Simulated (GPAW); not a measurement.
# VSi2 (P6_222) in GPAW: band structure with PBEsol

Aim: the band structure of VSi2 with PBEsol.

Program: GPAW 26.7.0. These are calculated values, not measurements. Logs are shortened: lines on timing, memory, paths and dates and some standing lists are left out, and cuts for length are marked. The log counts tension as positive stress, the text compression.

## (1) Starting point

Symmetry: P6_222, No. 180, hexagonal system. Conventional cell: a = 4.535 Å, b = 4.535 Å, c = 6.319 Å, α = 90.00°, β = 90.00°, γ = 120.00°. V (site symmetry 222) is surrounded by 10 Si at 2.49 to 2.65 Å. Around Si (site symmetry 2) lie 5 Si at 2.46 to 2.65 Å and 5 V at 2.49 to 2.65 Å.

The cell comes from a database or a generator and needn't be the stable form of this composition.

## (2) Band structure, PBEsol, collinear spin, ferromagnetic start

The input, run.py:

```python
from ase import Atoms
from ase.dft.bandgap import bandgap
from ase.io import write
from ase.units import GPa
from gpaw import GPAW, PW, setup_paths

setup_paths.insert(0, '.')

atoms = Atoms(['V', 'V', 'V', 'Si', 'Si', 'Si', 'Si', 'Si', 'Si'],
              cell=[[4.5347995798, 0.0, 0.0],
                    [-2.2673997899, 3.9272516372, 0.0],
                    [0.0, 0.0, 6.31890063]],
              scaled_positions=[[0.5, 0.0, 0.5],
                                [0.5, 0.5, 0.8333333333],
                                [0.0, 0.5, 0.1666666667],
                                [0.32498645, 0.162493225, 0.1666666667],
                                [0.837506775, 0.162493225, 0.8333333333],
                                [0.162493225, 0.32498645, 0.5],
                                [0.67501355, 0.837506775, 0.1666666667],
                                [0.162493225, 0.837506775, 0.8333333333],
                                [0.837506775, 0.67501355, 0.5]],
              pbc=True)
atoms.set_initial_magnetic_moments([2.0, 2.0, 2.0, 0.0, 0.0, 0.0, 0.0, 0.0, 0.0])

calc = GPAW(mode=PW(600),
            xc='PBEsol',
            kpts={'size': (5, 5, 3), 'gamma': True},
            occupations={'name': 'fermi-dirac', 'width': 0.05},
            nbands=57,
            convergence={'density': 1e-05, 'energy': 1e-05},
            maxiter=150,
            txt='gpaw.txt')
atoms.calc = calc
energy = atoms.get_potential_energy()
forces = atoms.get_forces()
stress = atoms.get_stress()
calc.write('gs.gpw')
write('result.traj', atoms)
print(f'Energy: {energy:.6f} eV')
print('Forces (eV/A):')
print(forces.round(4))
print('Stress (GPa):', (stress / GPa).round(3))
print('Moments:', calc.get_magnetic_moments().round(3))
print('Fermi level:', round(calc.get_fermi_level(), 4), 'eV')
print(f'Gap: {bandgap(calc)[0]:.4f} eV, direct: {bandgap(calc, direct=True)[0]:.4f} eV')

path = atoms.cell.bandpath('GMKGALHA,LM,KH', npoints=60, eps=1e-4)
bs_calc = calc.fixed_density(kpts=path, symmetry='off', nbands=83,
                             convergence={'bands': 'CBM+6.0', 'eigenstates': 1e-6}, txt='bands.txt')
bs = bs_calc.band_structure()
bs.write('bs.json')
print(f'Gap on the path: {bandgap(bs_calc)[0]:.4f} eV')
```

Potentials or basis: PAW data sets generated in the run's folder for this functional, pw.

On the command line:

```sh
gpaw-setup -f PBEsol Si V
OMP_NUM_THREADS=1 python run.py
```

gpaw.txt:

```text
__  _  _
 | _ |_)|_||  |
 |__||  | ||/\| - 26.7.0

Input parameters:
  mode=PW(ecut=600.0),
  convergence={'density': 1e-05, 'energy': 1e-05},
  kpts=MonkhorstPack(size=(5, 5, 3), gamma=True),
  maxiter=150,
  nbands=57,
  occupations=Occupations(name='fermi-dirac', width=0.05),
  xc=XC(name='PBEsol')

Diagonalizing LCAO Hamiltonian
Converting LCAO to pw mode

         Si   V
                   Si
                 Si
           Si
               V
        V     Si
             Si

Atoms  # Å, Bohr magnetons
|   | symbol |         x |        y |        z |    initial magnetic moments |
|---|--------|-----------|----------|----------|-----------------------------|
| 0 |      V |  2.267400 | 0.000000 | 3.159450 | ( 0.0000,  0.0000,  2.0000) |
| 1 |      V |  1.133700 | 1.963626 | 5.265751 | ( 0.0000,  0.0000,  2.0000) |
| 2 |      V | -1.133700 | 1.963626 | 1.053150 | ( 0.0000,  0.0000,  2.0000) |
| 3 |     Si |  1.105311 | 0.638152 | 1.053150 | ( 0.0000,  0.0000,  0.0000) |
| 4 |     Si |  3.429488 | 0.638152 | 5.265751 | ( 0.0000,  0.0000,  0.0000) |
| 5 |     Si |  0.000000 | 1.276304 | 3.159450 | ( 0.0000,  0.0000,  0.0000) |
| 6 |     Si |  1.162088 | 3.289100 | 1.053150 | ( 0.0000,  0.0000,  0.0000) |
| 7 |     Si | -1.162088 | 3.289100 | 5.265751 | ( 0.0000,  0.0000,  0.0000) |
| 8 |     Si |  2.267400 | 2.650948 | 3.159450 | ( 0.0000,  0.0000,  0.0000) |

Unit cell  # Å
| periodic |         x |        y |        z |  lengths |     angles |
|----------|-----------|----------|----------|----------|------------|
|      yes |  4.534800 | 0.000000 | 0.000000 | 4.534800 |  90.000000 |
|      yes | -2.267400 | 3.927252 | 0.000000 | 4.534800 |  90.000000 |
|      yes |  0.000000 | 0.000000 | 6.318901 | 6.318901 | 120.000000 |

Number of symmetries: 4
Symmetry operations  # r_c * U_cc + t_c -> r_c
|   | kind |            matrix            |
|---|------|------------------------------|
| 0 |  E   |  1, 0, 0,  0, 1, 0,  0, 0, 1 |
| 1 |  C2  |  1, 0, 0, -1,-1, 0,  0, 0,-1 |
| 2 |  C2  | -1, 0, 0,  1, 1, 0,  0, 0,-1 |
| 3 |  C2  | -1, 0, 0,  0,-1, 0,  0, 0, 1 |

BZ-sampling:
  Number of BZ points: 75
  Number of IBZ points: 18

  Monkhorst-Pack size: [5, 5, 3]
  Monkhorst-Pack shift: [0, 0, 0]

K-points  # in reciprocal-cell coordinates
|     |                                coordinates |     weight |
|-----|--------------------------------------------|------------|
|   0 | (  0.00000000,   0.00000000,   0.00000000) | 0.01333333 |
|   1 | (  0.00000000,   0.00000000,   0.33333333) | 0.02666667 |
|   2 | (  0.00000000,   0.20000000,   0.00000000) | 0.02666667 |
|   3 | (  0.00000000,   0.20000000,   0.33333333) | 0.05333333 |
|   4 | (  0.00000000,   0.40000000,   0.00000000) | 0.02666667 |
|   5 | (  0.00000000,   0.40000000,   0.33333333) | 0.05333333 |
|   6 | (  0.20000000,   0.00000000,   0.00000000) | 0.05333333 |
|   7 | (  0.20000000,   0.00000000,   0.33333333) | 0.10666667 |
|   8 | (  0.20000000,   0.20000000,   0.00000000) | 0.05333333 |
|   9 | (  0.20000000,   0.20000000,   0.33333333) | 0.10666667 |
| ... |                                            |            |
|  17 | (  0.40000000,   0.40000000,   0.33333333) | 0.10666667 |

Plane wave coefficients: 3768
Cutoff: 600.0 eV

Spin-components: 2 (collinear spins)
Bands:           57
Projectors:      48
Spin-degeneracy: 1
Datatype:        complex128

Parallelization:
  kpt:    1
  domain: 1
  band:   1

Density:
  Valence electrons: 63.0
  Components: 2
  Grid points: [27 27 36]
  Charge: 0.0  # |e|

Potential:
  Grid points: [27 27 36]

species:
  V:
    name:    Vanadium
    Z:       23.0
    valence: 13
    core:    10
    charge:  0.0  # [|e|]
    compensation charges:
      type: gauss
      rc: 0.37  # [Å]
      lmax: 2
    cutoffs:
      filter: 2.14  # [Å]
      core: 0.96  # [Å]
    projectors
    | kind |    occ | energy [eV] | rcut [Å] |
    |------|--------|-------------|----------|
    |   3s |  2.000 |     -70.022 |    1.254 |
    |   4s |  2.000 |      -4.715 |    1.254 |
    |   3p |  6.000 |     -43.949 |    1.281 |
    |   4p |  0.000 |      -1.426 |    1.281 |
    |   3d |  3.000 |      -5.183 |    1.169 |
    |    d |        |      22.028 |    1.169 |

    Using partial waves for V as LCAO basis

  Si:
    name:    Silicon
    Z:       14.0
    valence: 4
    core:    10
    charge:  0.0  # [|e|]
    compensation charges:
      type: gauss
      rc: 0.33  # [Å]
      lmax: 2
    cutoffs:
      filter: 1.86  # [Å]
      core: 2.06  # [Å]
    projectors
    | kind |    occ | energy [eV] | rcut [Å] |
    |------|--------|-------------|----------|
    |   3s |  2.000 |     -10.768 |    1.058 |
    |   3p |  2.000 |      -4.057 |    1.058 |
    |    s |        |      16.444 |    1.058 |
    |    p |        |      23.155 |    1.058 |
    |    d |        |       0.000 |    1.058 |

    Using partial waves for Si as LCAO basis

Reference energy: -124608.395885  # eV

eigensolver:
  PPCG
  Converge bands: occupied
  niter=2

density mixing:
  MSR1-Mixer
  Pratt-step length: 0.05
  Maximum mixing coefficient: 0.75
  Old densities: 10
  SVD Regularization: 0.005
  Good broyden scale: 1.0
  Trust region scale: 1.0
  Backstep threshold: 4.0
  History deletion threshold: 6.0
  Fourier metric: weight=20.0, sigma=0.015

occupation numbers:
  Fermi-Dirac:
    width: 0.0500  # eV

poisson solver:
  ecut: 4800.0  # eV

xc functional:
  name: PBEsol with 2 nearest neighbor stencil

convergence criteria:
- Maximum integral of absolute [dens]ity change: 1e-05 electrons / valence electron
- Maximum [total energy] change in last 3 cyles: 1e-05 eV / valence electron
- Maximum integral of absolute [eigenst]ate change: 4e-08 eV^2 / valence electron
maximum number of iterations: 150

SCF iterations
|iter     | |      energy | eigst |  dens |  magmom |
|---------|-|-------------|-------|-------|---------|
|iter:   1| |  -65.737694 | +0.81 |       |  +6.0176|
|iter:   2| |  -66.383619 | -0.81 | -0.94 |  +5.8245|
|iter:   3| |  -73.778622 | -0.50 | -0.93 |  +3.0191|
|iter:   4| |  -68.905844 | -0.37 | -0.81 |  +3.8227|
|iter:   5| |  -66.939294 | -1.07 | -0.92 |  +2.0540|
|iter:   6| |  -67.016793 | -2.22 | -1.66 |  +1.0523|
|iter:   7| |  -67.166477 | -2.66 | -1.90 |  +0.8350|
|iter:   8| |  -67.023632 | -2.78 | -1.63 |  +0.7005|
|iter:   9| |  -67.030131 | -3.49 | -2.12 |  +0.4685|
|iter:  10| |  -67.032402 | -3.71 | -2.41 |  +0.3116|
|iter:  11| |  -67.032761 | -4.34 | -2.89 |  +0.1994|
|iter:  12| |  -67.032749c| -4.98 | -3.00 |  +0.1609|
|iter:  13| |  -67.032813c| -4.86 | -3.19 |  +0.0763|
|iter:  14| |  -67.032839c| -4.90 | -3.38 |  -0.0201|
|iter:  15| |  -67.032842c| -6.46 | -3.91 |  -0.0130|
|iter:  16| |  -67.032842c| -6.49 | -4.31 |  -0.0001|
|iter:  17| |  -67.032842c| -8.04c| -5.12c|  +0.0004|

Converged in 17 steps
Energy contributions relative to reference atoms: (reference = -124608.395885)

Energy contributions:
  Kinetic:          36.024599
  Coulomb:         -22.897499
  Zero:              0.318401
  External:          0.000000
  Xc:              -80.450544
  Entropy:          -0.055597
  Spinorbit:         0.000000
  ----------------------------
  Free energy:     -67.060641
  Extrapolated:    -67.032842

dipole moment: (-5.469762, -9.473907, -0.000026)  # |e|*Ang

Total magnetic moment: (0.000000, 0.000000, 0.000406)

Local magnetic moments
|        x |        y |        z |
|----------|----------|----------|
| 0.000000 | 0.000000 | 0.000105 |  # V    0
| 0.000000 | 0.000000 | 0.000101 |  # V    1
| 0.000000 | 0.000000 | 0.000101 |  # V    2
| 0.000000 | 0.000000 | 0.000007 |  # Si   3
| 0.000000 | 0.000000 | 0.000007 |  # Si   4
| 0.000000 | 0.000000 | 0.000007 |  # Si   5
| 0.000000 | 0.000000 | 0.000007 |  # Si   6
| 0.000000 | 0.000000 | 0.000007 |  # Si   7
| 0.000000 | 0.000000 | 0.000007 |  # Si   8

Fermi level: 10.796
Eigenvalues  # (at kpt = [0.000, 0.000, 0.000])
| band index |      eig [eV] | occ [0-1] |      eig [eV] | occ [0-1] |
|------------|---------------|-----------|---------------|-----------|
|          0 |       -52.869 |     1.000 |       -52.869 |     1.000 |
|        ... |               |           |               |           |
|         24 |         8.558 |     1.000 |         8.558 |     1.000 |
|         25 |         8.619 |     1.000 |         8.619 |     1.000 |
|         26 |         8.619 |     1.000 |         8.619 |     1.000 |
|         27 |         8.658 |     1.000 |         8.658 |     1.000 |
|         28 |         8.658 |     1.000 |         8.658 |     1.000 |
|         29 |         8.966 |     1.000 |         8.966 |     1.000 |
[... 8 lines left out ...]
|         38 |        13.673 |     0.000 |        13.673 |     0.000 |
|         39 |        13.974 |     0.000 |        13.974 |     0.000 |
|        ... |               |           |               |           |
|         56 |        22.755 |     0.000 |        22.755 |     0.000 |

No gap
No difference between direct/indirect transitions

Forces  # eV/Ang
|        x |        y |        z |
|----------|----------|----------|
|  0.00000 |  0.00000 |  0.00000 |  # V    0
|  0.00000 |  0.00000 | -0.00004 |  # V    1
| -0.00000 |  0.00000 |  0.00004 |  # V    2
|  0.06754 |  0.03894 | -0.00001 |  # Si   3
| -0.06754 |  0.03894 |  0.00001 |  # Si   4
|  0.00000 |  0.07801 |  0.00000 |  # Si   5
| -0.06754 | -0.03894 | -0.00001 |  # Si   6
|  0.06754 | -0.03894 |  0.00001 |  # Si   7
|  0.00000 | -0.07801 |  0.00000 |  # Si   8

Stress tensor  # eV/Ang^3
|         x |         y |         z |
|-----------|-----------|-----------|
| -0.002685 |  0.000000 |  0.000000 |
|  0.000000 | -0.002685 |  0.000000 |
|  0.000000 |  0.000000 | -0.007460 |

# Writing to gs.gpw (mode='')
```

It took 12 min on 1 thread of Arm Neoverse V2, shared host; peak memory 1.1 GiB.

Results:

| Property | Result |
| --- | --- |
| Free energy | -67.0606 eV |
| Pressure | 0.7 GPa |
| Largest force | 0.078 eV/Å |
| Band gap along the path | none (metal or under the smearing width) |
| Net moment | 0.00 μB per cell |

Forces on the atoms (eV/Å):
```
V    0.000  0.000  0.000
V    0.000  0.000  0.000
V    0.000  0.000  0.000
Si   0.068  0.039  0.000
Si  -0.068  0.039  0.000
Si   0.000  0.078  0.000
Si  -0.068 -0.039  0.000
Si   0.068 -0.039  0.000
Si   0.000 -0.078  0.000
```

Levels at the corners of the path, in eV from the Fermi level:
Spin up:
| point | band 29 | band 30 | band 31 | band 32 | band 33 | band 34 |
| --- | --- | --- | --- | --- | --- | --- |
| Γ | -2.14 | -1.83 | -1.83 | -1.73 | 0.38 | 2.16 |
| M | -0.70 | -0.58 | -0.11 | 0.06 | 0.44 | 1.07 |
| K | -1.32 | -1.18 | 0.17 | 0.17 | 0.31 | 1.41 |
| Γ | -2.14 | -1.83 | -1.83 | -1.73 | 0.38 | 2.16 |
| A | -1.88 | -1.88 | -1.60 | 0.58 | 0.58 | 2.16 |
| L | -1.42 | -1.27 | -0.45 | -0.05 | 0.86 | 1.31 |
| H | -0.45 | -0.45 | -0.08 | -0.08 | 0.55 | 1.35 |
| A | -1.88 | -1.88 | -1.60 | 0.58 | 0.58 | 2.16 |
| L | -1.42 | -1.27 | -0.45 | -0.05 | 0.86 | 1.31 |
| M | -0.70 | -0.58 | -0.11 | 0.06 | 0.44 | 1.07 |
| K | -1.32 | -1.18 | 0.17 | 0.17 | 0.31 | 1.41 |
| H | -0.45 | -0.45 | -0.08 | -0.08 | 0.55 | 1.35 |
Spin down:
| point | band 27 | band 28 | band 29 | band 30 | band 31 | band 32 | band 33 | band 34 | band 35 | band 36 |
| --- | --- | --- | --- | --- | --- | --- | --- | --- | --- | --- |
| Γ | -2.18 | -2.14 | -2.14 | -1.83 | -1.83 | -1.73 | 0.38 | 2.16 | 2.50 | 2.50 |
| M | -1.60 | -1.40 | -0.70 | -0.58 | -0.11 | 0.06 | 0.44 | 1.07 | 1.45 | 1.51 |
| K | -1.38 | -1.32 | -1.32 | -1.18 | 0.17 | 0.17 | 0.31 | 1.41 | 1.59 | 1.59 |
| Γ | -2.18 | -2.14 | -2.14 | -1.83 | -1.83 | -1.73 | 0.38 | 2.16 | 2.50 | 2.50 |
| A | -1.98 | -1.98 | -1.88 | -1.88 | -1.60 | 0.58 | 0.58 | 2.16 | 2.54 | 2.58 |
| L | -1.62 | -1.44 | -1.42 | -1.27 | -0.45 | -0.05 | 0.86 | 1.31 | 1.79 | 1.83 |
| H | -2.08 | -2.00 | -0.45 | -0.45 | -0.08 | -0.08 | 0.55 | 1.35 | 1.87 | 1.87 |
| A | -1.98 | -1.98 | -1.88 | -1.88 | -1.60 | 0.58 | 0.58 | 2.16 | 2.54 | 2.58 |
| L | -1.62 | -1.44 | -1.42 | -1.27 | -0.45 | -0.05 | 0.86 | 1.31 | 1.79 | 1.83 |
| M | -1.60 | -1.40 | -0.70 | -0.58 | -0.11 | 0.06 | 0.44 | 1.07 | 1.45 | 1.51 |
| K | -1.38 | -1.32 | -1.32 | -1.18 | 0.17 | 0.17 | 0.31 | 1.41 | 1.59 | 1.59 |
| H | -2.08 | -2.00 | -0.45 | -0.45 | -0.08 | -0.08 | 0.55 | 1.35 | 1.87 | 1.87 |
